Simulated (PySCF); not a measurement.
# Tc: dipole response in aug-cc-pVTZ-PP with ECP28

How polarisable is Tc at the levels listed below?

The numbers are computed with PySCF 2.14.0 (unrestricted determinants in a Gaussian basis, no spin-orbit coupling in the energies), except any that are marked as measured or tabulated.

## (1) Starting point

- Element: technetium (Z = 43)
- Basis: aug-cc-pVTZ-PP with ECP28MDF
- Hamiltonian: a scalar-relativistic core potential
- State 1: Tc: [Kr] 4d7, high-spin 4F determinant (an excited configuration)
- Methods: HSE06, M06-2X

The outer shells:

Tc [Kr] 4d7
```
[Kr] core
4d [↑↓][↑↓][↑ ][↑ ][↑ ]
```

The runs were made by one driver on top of PySCF. The scripts below sum up each run's settings (the driver also hands on starting orbitals that pick excited configurations, and frozen orbitals as a list rather than a count), and the logs come from the driver's own runs. The driver starts from symmetry-adapted Hartree-Fock orbitals, holds the occupation by maximum overlap and uses a logarithmic radial grid for functionals, so a plain start would take other cycles.

The integrals over 88 functions and the set-up took 0.57 s of CPU time.

## (2) Tc [Kr] 4d7: the ladder of methods

**HSE06**

input.py reads:

```python
from pyscf import gto, scf, dft, mp, cc
import basis_set_exchange as bse
txt = bse.get_basis("aug-cc-pVTZ-PP", elements=["Tc"], fmt="nwchem", header=False)
cut = txt.index("\nECP")
mol = gto.M(atom="Tc 0 0 0", charge=0, spin=3, symmetry="D2h",
            basis=gto.basis.parse(txt[:cut]),
            ecp={"Tc": gto.basis.parse_ecp(txt[cut:])})
mf = dft.UKS(mol, xc="HSE06")
mf.irrep_nelec = {'Ag': (3, 2), 'B1g': (1, 1), 'B2g': (1, 0), 'B3g': (1, 0), 'B1u': (1, 1), 'B2u': (1, 1), 'B3u': (1, 1)}
mf.kernel()
```

The log of the run:

```text
damping factor = 0
level_shift factor = 0
DIIS = <class 'pyscf.scf.diis.CDIIS'>
diis_start_cycle = 1
diis_space = 10
diis_damp = 0
SCF conv_tol = 1e-09
SCF conv_tol_grad = None
number electrons alpha = 9  beta = 6
XC functionals = HSE06
    J. Heyd, G. E. Scuseria, and M. Ernzerhof.,  J. Chem. Phys. 118, 8207 (2003)
    J. Heyd, G. E. Scuseria, and M. Ernzerhof.,  J. Chem. Phys. 124, 219906 (2006)
    A. V. Krukau, O. A. Vydrov, A. F. Izmaylov, and G. E. Scuseria.,  J. Chem. Phys. 125, 224106 (2006)
cycle= 1 E= -80.3479260513967  delta_E= -0.00339  |g|= 0.0598  |ddm|= 0.173
cycle= 2 E= -80.3442989208914  delta_E= 0.00363  |g|= 0.115  |ddm|= 0.141
cycle= 3 E= -80.3498773257796  delta_E= -0.00558  |g|= 0.00805  |ddm|= 0.0836
cycle= 4 E= -80.3499482464501  delta_E= -7.09e-05  |g|= 0.00274  |ddm|= 0.0245
cycle= 5 E= -80.3503380947859  delta_E= -0.00039  |g|= 0.0079  |ddm|= 0.0754
cycle= 6 E= -80.3499216114338  delta_E= 0.000416  |g|= 0.000779  |ddm|= 0.0986
cycle= 7 E= -80.3499224441078  delta_E= -8.33e-07  |g|= 0.000365  |ddm|= 0.00765
cycle= 8 E= -80.3499217856009  delta_E= 6.59e-07  |g|= 0.000219  |ddm|= 0.00479
cycle= 9 E= -80.3499218825123  delta_E= -9.69e-08  |g|= 9.79e-05  |ddm|= 0.000892
cycle= 10 E= -80.3499213417649  delta_E= 5.41e-07  |g|= 3.15e-05  |ddm|= 0.00289
cycle= 11 E= -80.3499213341501  delta_E= 7.61e-09  |g|= 9.95e-06  |ddm|= 0.00128
cycle= 12 E= -80.3499213337329  delta_E= 4.17e-10  |g|= 1.18e-06  |ddm|= 0.000262
converged SCF energy = -80.3499213337329  <S^2> = 3.7580519  2S+1 = 4.0040239
```

CPU time 18 s on a shared host, the integrals not counted.

Orbital energies by shell (radii are means over both spins):

```
shell  electrons  mean orbital energy (eV)  spread (eV)  rms radius (bohr)
 4s α          1                   -72.797            0               1.14
 4s β          1                   -70.480            0               1.14
 4p α          3                   -43.811            0               1.28
 4p β          3                   -41.087            0               1.28
 4d α          5                    -4.111        0.720               2.22
 4d β          2                    -2.626            0               2.22
```

⟨S²⟩ = 3.758, ⟨L²⟩ = 12.04.

The driver then solved the coupled dipole response at imaginary frequencies: mean α = 52.68 bohr³, C₆ = 382.1 au for a like pair.

Energies and moments cover only the electrons outside the core potential.

**M06-2X**

input.py differs from the last one in:

```diff
@@ -7,3 +7,3 @@
             ecp={"Tc": gto.basis.parse_ecp(txt[cut:])})
-mf = dft.UKS(mol, xc="HSE06")
+mf = dft.UKS(mol, xc="M062X")
 mf.irrep_nelec = {'Ag': (3, 2), 'B1g': (1, 1), 'B2g': (1, 0), 'B3g': (1, 0), 'B1u': (1, 1), 'B2u': (1, 1), 'B3u': (1, 1)}
```

The log of the run:

```text
damping factor = 0
level_shift factor = 0
DIIS = <class 'pyscf.scf.diis.CDIIS'>
diis_start_cycle = 1
diis_space = 10
diis_damp = 0
SCF conv_tol = 1e-09
SCF conv_tol_grad = None
number electrons alpha = 9  beta = 6
XC functionals = M062X
    Y. Zhao and D. G. Truhlar.,  Theor. Chem. Acc. 120, 215 (2008)
    Y. Zhao and D. G. Truhlar.,  Theor. Chem. Acc. 120, 215 (2008)
cycle= 1 E= -80.2714444064897  delta_E= -0.00245  |g|= 0.0464  |ddm|= 0.271
cycle= 2 E= -80.2710677297656  delta_E= 0.000377  |g|= 0.0595  |ddm|= 0.072
cycle= 3 E= -80.2723563535035  delta_E= -0.00129  |g|= 0.00215  |ddm|= 0.0448
cycle= 4 E= -80.2723748700933  delta_E= -1.85e-05  |g|= 0.00157  |ddm|= 0.011
cycle= 5 E= -80.2723888828303  delta_E= -1.4e-05  |g|= 0.00183  |ddm|= 0.00725
cycle= 6 E= -80.2723499212279  delta_E= 3.9e-05  |g|= 0.000485  |ddm|= 0.0315
cycle= 7 E= -80.2723493989355  delta_E= 5.22e-07  |g|= 0.000207  |ddm|= 0.00483
cycle= 8 E= -80.2723497475324  delta_E= -3.49e-07  |g|= 0.000167  |ddm|= 0.00174
cycle= 9 E= -80.2723506646495  delta_E= -9.17e-07  |g|= 0.000105  |ddm|= 0.00526
cycle= 10 E= -80.2723512171005  delta_E= -5.52e-07  |g|= 3.44e-05  |ddm|= 0.0076
cycle= 11 E= -80.2723512162488  delta_E= 8.52e-10  |g|= 1.15e-05  |ddm|= 0.00057
converged SCF energy = -80.2723512162488  <S^2> = 3.7700101  2S+1 = 4.0099926
```

CPU time 30 s on a shared host, the integrals not counted.

The driver then solved the coupled dipole response at imaginary frequencies: mean α = 46.00 bohr³ (xx, yy, zz: 46.51, 46.51, 44.97), C₆ = 313.8 au for a like pair.

Radial density 4πr²ρ of Tc at M06-2X, the electrons outside the core potential:

```
r (bohr)   density  spin density
  0.0330  2.06e-05         0.000
  0.0555  5.11e-05         0.000
  0.0933  0.000182         0.000
   0.157   0.00161         0.000
   0.264    0.0258         0.004
   0.444     0.680         0.075
   0.747      7.87         0.750
    1.26      11.0         1.872
    2.11      3.14         1.067
    3.56     0.562         0.163
    5.98    0.0393        -0.002
    10.1  0.000586         0.000
```

## (3) The response side by side

Tc [Kr] 4d7, in atomic units:

```
method  mean α  C₆ (like pair)  S(−4)
 HSE06   52.68           382.1   5122
M06-2X   46.00           313.8   6237
```

α(iu) at M06-2X:

```
u (hartree)  α(iu) (bohr³)
          0          46.00
     0.0500          37.33
      0.100          29.21
      0.200          20.81
      0.300          16.49
      0.500          11.42
      0.750          7.762
       1.00          5.609
       1.50          3.339
       2.00          2.216
       3.00          1.172
       5.00         0.4809
```

## (4) What came out

| quantity | value |
| --- | --- |
| α of Tc [Kr] 4d7 | 46.00 (M06-2X) to 52.68 (HSE06) bohr³ |

A single London oscillator with the computed α and C₆ of Tc [Kr] 4d7 at HSE06 would have ω = 4 C₆ / (3 α²) = 0.184 hartree. All values hold for this basis alone; no basis-set limit was taken.
